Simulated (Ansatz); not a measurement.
# AlBrClH₃OSi: basis-set convergence

How large a basis does AlBrClH₃OSi need? Two functionals are run in growing sets.

Method: one geometry, several basis sets; program: Ansatz 0.2.0, Gaussian basis.

The runs, in order: PBE0-D4/def2-SVP; ωB97M-V/def2-SVP; PBE0-D4/def2-QZVPP; ωB97M-V/def2-QZVPP; the functionals' def2-TZVPP values are taken from earlier runs.

## (1) The relaxed structure

An earlier PBE0-D4 in a triple-zeta def2 set relaxation fixed the geometry.

SMILES `[SiH3][O][Al]([Cl])[Br]`, 8 atoms, charge 0, spin multiplicity 1.

Atoms are counted from 1 here; the program's logs count them from 0.

Bond lengths: Si1–O2 1.630 Å, Si1–H6 1.485 Å, Si1–H7 1.486 Å, Si1–H8 1.485 Å, O2–Al3 1.659 Å, Al3–Cl4 2.073 Å, Al3–Br5 2.230 Å. Angles: O2–Si1–H6 109.5°, O2–Si1–H7 110.0°, O2–Si1–H8 109.4°, H6–Si1–H7 109.2°, H6–Si1–H8 109.4°, H7–Si1–H8 109.3°, Si1–O2–Al3 174.3°, O2–Al3–Cl4 120.1°, O2–Al3–Br5 120.3°, Cl4–Al3–Br5 119.6°.

## (2) PBE0-D4 in def2-SVP

Input file in.yaml:

```yaml
crystal:
  periodic: [false, false, false]
  atoms:
    - {symbol: Si, position_ang: [-1.239229, -0.098543, 0.848945]}
    - {symbol: O, position_ang: [0.138424, -0.095446, -0.022587]}
    - {symbol: Al, position_ang: [1.486511, 0.046469, -0.979767]}
    - {symbol: Cl, position_ang: [2.948002, -1.423790, -0.940077]}
    - {symbol: Br, position_ang: [1.738510, 1.815236, -2.314172]}
    - {symbol: H, position_ang: [-1.746326, -1.488939, 0.971845]}
    - {symbol: H, position_ang: [-2.266072, 0.739003, 0.177360]}
    - {symbol: H, position_ang: [-0.967620, 0.448910, 2.202653]}
basis:
  gaussian: {orbitals: def2-SVP}
hamiltonian: {xc: pbe0, dispersion: d4}
output: {orbitals: {seedname: orbitals}}
```

Further steps of the session: ωB97M-V in def2-SVP; PBE0-D4 in def2-QZVPP; ωB97M-V in def2-QZVPP.

Before running them: what should the planned runs give, taken together? Wanted: PBE0-D4: double and triple zeta above quadruple; ωB97M-V: double and triple zeta above quadruple.

As calculated:

```
                                       quantity           value
PBE0-D4: double and triple zeta above quadruple  23.04, 2.41 eV
ωB97M-V: double and triple zeta above quadruple  22.87, 2.30 eV
```

PBE0-D4 gains 20.63 eV from double to triple zeta, then 2.41 eV more. These are total energies; as a rule much of such shifts cancels in differences, which this series doesn't test. The LUMO of ωB97M-V is positive and keeps falling with the basis (0.77 to 0.23 eV): an unbound level that the basis holds in place.
